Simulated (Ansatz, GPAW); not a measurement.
## A script for SiO₂ (GLLB-SC)

These are simulated results from GPAW 26.7.0, not measurements. The cell was built from a prototype and was relaxed with r2SCAN in plane waves (Ansatz 0.2.0). Not every such cell is a known phase. All runs are without spin polarisation.

The symmetry is P4_2/mnm (No. 136, tetragonal); conventional cell a = 4.185 Å, c = 2.669 Å, 7.79 Å³ an atom. Si is surrounded by 6 O at 1.76–1.81 Å; O is surrounded by 3 Si at 1.76–1.81 Å.

GLLB-SC is a model potential. Its fundamental gap is the Kohn-Sham gap plus a derivative discontinuity, which the script evaluates at the band edges among the listed k points. Its total energy isn't variational and serves nothing here.

The script, run.py:

```python
import json
from ase import Atoms
from gpaw import GPAW, PW, FermiDirac

atoms = Atoms(['Si', 'Si', 'O', 'O', 'O', 'O'],
              cell=[[4.1851888, 0.0, 0.0], [0.0, 4.1851888, 0.0], [0.0, 0.0, 2.66883989]],
              scaled_positions=[[0.0, 0.0, 0.0], [0.5, 0.5, 0.5], [0.306101009, 0.306101009, 0.0], [0.193898991, 0.806101009, 0.5], [0.806101009, 0.193898991, 0.5], [0.693898991, 0.693898991, 0.0]],
              pbc=True)
calc = GPAW(mode=PW(400), xc='GLLBSC', kpts={'size': (4, 4, 6), 'gamma': True},
            occupations=FermiDirac(0.02), maxiter=100, legacy_gpaw=True, txt='gpaw.txt')
atoms.calc = calc
res = {'energy': atoms.get_potential_energy(force_consistent=True)}
res['electrons'] = calc.get_number_of_electrons()
res['k'] = calc.get_ibz_k_points().tolist()
res['levels'] = [calc.get_eigenvalues(kpt=i).tolist() for i in range(len(res['k']))]
points = [[0.0, 0.0, 0.0], [0.0, 0.5, 0.0], [0.5, 0.5, 0.0], [0.0, 0.0, 0.5], [0.0, 0.5, 0.5], [0.5, 0.5, 0.5]]
bands = calc.fixed_density(kpts=points, symmetry='off', nbands=round(res['electrons']) // 2 + 6, convergence={'bands': -2}, txt='bands.txt')
res['points'] = [bands.get_eigenvalues(kpt=i).tolist() for i in range(len(points))]
homo, lumo = bands.get_homo_lumo()
potential = calc.hamiltonian.xc.response.calculate_discontinuity_potential(homo, lumo)
res['discontinuity'] = bands.hamiltonian.xc.response.calculate_discontinuity(potential)
json.dump(res, open('results.json', 'w'))
print('free energy (eV):', round(res['energy'], 5))
```

Command: `python run.py`. It took 16 s on 1 thread of Arm Neoverse V1, with other jobs on the host, peak memory 0.17 GiB.

The log gpaw.txt, trimmed of paths, versions and times, then the last line on the terminal. An iter line gives the energy in eV and the logarithms of the changes of orbitals (plane waves alone) and density (c: converged):

```
___ ___ ___ _ _ _
 |   |   |_  | | | |

 | | | | | . | | | |

 |__ |  _|___|_____|  26.7.0
 |___|_|

Input parameters:
  kpts: {gamma: True,
         size: (4, 4, 6)}
  maxiter: 100
  mode: {ecut: 400.0,
         name: pw}
  occupations: {fixmagmom: False,
                name: fermi-dirac,
                width: 0.02}
  xc: GLLBSC

System changes: positions, numbers, cell, pbc, initial_charges, initial_magmoms

Initialize ...

species:
  Si:
    name:    Silicon
    Z:       14.0
    valence: 4
    core:    10
    charge:  0.0  # [|e|]
    compensation charges:
      type: gauss
      rc: 0.33  # [Å]
      lmax: 2
    cutoffs:
      filter: 1.86  # [Å]
      core: 2.06  # [Å]
    projectors
    | kind |    occ | energy [eV] | rcut [Å] |

    |------|--------|-------------|----------|

    |   3s |  2.000 |     -12.033 |    1.058 |

    |   3p |  2.000 |      -5.571 |    1.058 |

    |    s |        |      15.179 |    1.058 |

    |    p |        |      21.640 |    1.058 |

    |    d |        |       0.000 |    1.058 |

    Using partial waves for Si as LCAO basis

  O:
    name:    Oxygen
    Z:       8.0
    valence: 6
    core:    2
    charge:  0.0  # [|e|]
    compensation charges:
      type: gauss
      rc: 0.21  # [Å]
      lmax: 2
    cutoffs:
      filter: 1.17  # [Å]
      core: 0.83  # [Å]
    projectors
    | kind |    occ | energy [eV] | rcut [Å] |

    |------|--------|-------------|----------|

    |   2s |  2.000 |     -28.986 |    0.688 |

    |   2p |  4.000 |     -13.358 |    0.598 |

    |    s |        |      -1.774 |    0.688 |

    |    p |        |      13.853 |    0.598 |

    |    d |        |       0.000 |    0.619 |

    Using partial waves for O as LCAO basis

Reference energy: -23877.040150  # eV

Spin-paired calculation

Convergence criteria:
 Maximum [total energy] change in last 3 cyles: 0.0005 eV / valence electron
 Maximum integral of absolute [dens]ity change: 0.0001 electrons / valence electron
 Maximum integral of absolute [eigenst]ate change: 4e-08 eV^2 / valence electron
 Maximum number of scf [iter]ations: 100
 (Square brackets indicate name in SCF output, whereas a 'c' in
 the SCF output indicates the quantity has converged.)

Symmetries present (total): 8

  ( 1  0  0)  ( 1  0  0)  ( 0  1  0)  ( 0  1  0)  ( 0 -1  0)  ( 0 -1  0)
  ( 0  1  0)  ( 0  1  0)  ( 1  0  0)  ( 1  0  0)  (-1  0  0)  (-1  0  0)
  ( 0  0  1)  ( 0  0 -1)  ( 0  0  1)  ( 0  0 -1)  ( 0  0  1)  ( 0  0 -1)

  (-1  0  0)  (-1  0  0)
  ( 0 -1  0)  ( 0 -1  0)
  ( 0  0  1)  ( 0  0 -1)

96 k-points: 4 x 4 x 6 Monkhorst-Pack grid + [1/8,1/8,1/12]
28 k-points in the irreducible part of the Brillouin zone
       k-points in crystal coordinates                weights
   0:     0.00000000    0.00000000    0.00000000          1/96
   1:     0.00000000    0.00000000    0.16666667          2/96
   2:     0.00000000    0.00000000    0.33333333          2/96
   3:     0.00000000    0.00000000    0.50000000          1/96
   4:     0.25000000   -0.25000000    0.00000000          2/96
   5:     0.25000000   -0.25000000    0.16666667          4/96
   6:     0.25000000   -0.25000000    0.33333333          4/96
   7:     0.25000000   -0.25000000    0.50000000          2/96
   8:     0.25000000    0.00000000    0.00000000          4/96
   9:     0.25000000    0.00000000    0.16666667          8/96
          ...
  27:     0.50000000    0.50000000    0.50000000          1/96

Wave functions: Plane wave expansion
  Cutoff energy: 400.000 eV
  Number of coefficients (min, max): 825, 868
  Pulay-stress correction: 0.000000 eV/Ang^3 (de/decut=0.000000)
  Using FFTW library
  ScaLapack parameters: grid=1x1, blocksize=None
  Wavefunction extrapolation:
    Improved wavefunction reuse through dual PAW basis

Occupation numbers: Fermi-Dirac:
  width: 0.0200  # eV

Eigensolver
   Davidson(niter=2)

Densities:
  Coarse grid: 20*20*14 grid
  Fine grid: 40*40*28 grid
  Total Charge: 0.000000

Density mixing:
  Method: separate
  Backend: msr1
  Linear mixing parameter: 0.05
  old densities: 10
  Width of damping distribution: 1.1
  Damping of long wavelength oscillations: 20

Hamiltonian:
  XC and Coulomb potentials evaluated on a 40*40*28 grid
  Using the GLLBSC Exchange-Correlation functional
  External potential:
    NoExternalPotential

XC parameters: GLLBSC functional being used consists of
  -----------------------------------------------------------------------
  | Weight | Module     | Description                                   |

  -----------------------------------------------------------------------
  |  1.000 | SCREENING  | GGA_X_PBE_SOL with 2 nearest neighbor stencil |

  |  1.000 | RESPONSE   | eps=0.0500 eV                                 |

  |  1.000 | XC         | GGA_C_PBE_SOL with 2 nearest neighbor stencil |

  -----------------------------------------------------------------------

Memory estimate:
  Process memory now: 111.84 MiB
  Calculator: 18.06 MiB
    Density: 3.10 MiB
      Arrays: 1.11 MiB
      Localized functions: 1.13 MiB
      Mixer: 0.85 MiB
    Hamiltonian: 0.75 MiB
      Arrays: 0.73 MiB
      XC: 0.00 MiB
      Poisson: 0.00 MiB
      vbar: 0.03 MiB
    Wavefunctions: 14.21 MiB
      Arrays psit_nG: 8.90 MiB
      Eigensolver: 0.47 MiB
      Projections: 0.80 MiB
      Projectors: 3.45 MiB
      PW-descriptor: 0.58 MiB

Total number of cores used: 1

Number of atoms: 6
Number of atomic orbitals: 24
Number of bands in calculation: 24
Number of valence electrons: 32
Bands to converge: occupied

... initialized

Initializing position-dependent things.

Density initialized from atomic densities
Creating initial wave functions:
  24 bands from LCAO basis set

    .---------.
   /|         |

  / |O        |

 *  .---Si----.
 | /      O  /
 |/  O      /
 Si--------*
Positions:
   0 Si     0.000000    0.000000    0.000000    ( 0.0000,  0.0000,  0.0000)
   1 Si     2.092594    2.092594    1.334420    ( 0.0000,  0.0000,  0.0000)
   2 O      1.281091    1.281091    0.000000    ( 0.0000,  0.0000,  0.0000)
   3 O      0.811504    3.373685    1.334420    ( 0.0000,  0.0000,  0.0000)
   4 O      3.373685    0.811504    1.334420    ( 0.0000,  0.0000,  0.0000)
   5 O      2.904098    2.904098    0.000000    ( 0.0000,  0.0000,  0.0000)

Unit cell:
           periodic     x           y           z      points  spacing
  1. axis:    yes    4.185189    0.000000    0.000000    20     0.2093
  2. axis:    yes    0.000000    4.185189    0.000000    20     0.2093
  3. axis:    yes    0.000000    0.000000    2.668840    14     0.1906

  Lengths:   4.185189   4.185189   2.668840
  Angles:   90.000000  90.000000  90.000000

Effective grid spacing dv^(1/3) = 0.2029

iter:   1   -49.948892
iter:   2   -50.521388   -1.95  -0.76
iter:   3   -43.135854   -0.19  -0.77
iter:   4   -41.705401   -0.77  -0.77
iter:   5   -41.937439   -1.39  -1.40
iter:   6   -40.871533   -2.41  -1.47
iter:   7   -40.726261   -3.31  -2.12
iter:   8   -40.688543   -3.94  -2.59
iter:   9   -40.684752   -5.13  -3.36
iter:  10   -40.706080   -5.67  -3.28
iter:  11   -40.705256   -6.97  -4.18c
iter:  12   -40.706005c  -7.77c -4.48c

Converged after 12 iterations.

Energy contributions relative to reference atoms: (reference = -23877.040150)

Kinetic:        +27.366144
Potential:       -9.923607
External:        +0.000000
XC:             -57.574117
Entropy (-ST):   -0.000000
Local:           -0.574425
SIC:             +0.000000
--------------------------
Free energy:    -40.706005
Extrapolated:   -40.706005

GLLBSC response reference energy: 6.28965 eV (from HOMO)

Showing only first 2 kpts
 Kpt  Band  Eigenvalues  Occupancy
  0    14      5.59623    2.00000
  0    15      6.28916    2.00000
  0    16     12.75551    0.00000
  0    17     14.57903    0.00000

  1    14      5.25808    2.00000
  1    15      5.90756    2.00000
  1    16     13.98942    0.00000
  1    17     16.24362    0.00000

Fermi level: 9.99821

Gap: 6.466 eV
Transition (v -> c):
  (s=0, k=0, n=15, [0.00, 0.00, 0.00]) -> (s=0, k=0, n=16, [0.00, 0.00, 0.00])
No difference between direct/indirect transitions

free energy (eV): -40.706
```

The gap in the log is over the mesh alone; results.json adds the listed points. GLLB-SC gives a gap of 8.33 eV (6.466 eV Kohn-Sham over the listed points plus 1.859 eV discontinuity). On the same cell, plane-wave PBE (Ansatz, 6×6×10 k points and the special points) gives a gap of 5.56 eV and r2SCAN a gap of 6.51 eV; on shared hosts these took about 4.4 and 10 core-seconds on the 6-atom cell, against 16 for the script. Semilocal gaps usually lie below measured ones.
